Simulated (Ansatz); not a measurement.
Crystal: HPbNO4.

```xyz
7
Lattice="3.8540 0.1438 0.0901 -0.2532 5.5270 0.1647 -0.4820 -1.9272 5.7203" Properties=species:S:1:pos:R:3 pbc="T T T"
H    -0.0083    2.5983    3.2335
Pb    2.1473    2.6778    1.0046
N     2.8237    3.6046    5.7249
O    -0.4057   -0.9417    5.0623
O     2.7256   -0.0852    0.8025
O    -0.5912    2.3982    5.1009
O     0.1280    2.5704    2.2622
```

The cell was built by a generator and needn't be a form met in nature.

Base run:

```yaml
Program: Ansatz 0.2.0
Functional: revPBE
Potentials_or_basis: all-electron LAPW, scalar-relativistic
Cutoff: 729 eV
Density_cutoff: 2917 eV
Basis_error_allowed: 0.002 eV/atom
k_mesh: 5 × 4 × 4
Occupations: fermi-dirac, width 0.05 eV
Spin: no spin polarisation
```

Its results: band gap on the k mesh 3.19 eV, indirect (least direct gap 3.26 eV); pressure 1.4 GPa; largest force 0.196 eV/Å.

Q: The run is repeated on the same cell with these changes: functional from revPBE to BLYP. What comes out?

A: Band gap on the k mesh 3.12 eV, indirect (least direct gap 3.19 eV); pressure 1.9 GPa; largest force 0.484 eV/Å.

Caveats: spin-orbit coupling is left out, which as a rule narrows the gap of such compounds by several tenths of an eV.

A k mesh can miss the band edges.

Not every run made on this cell is shown here.
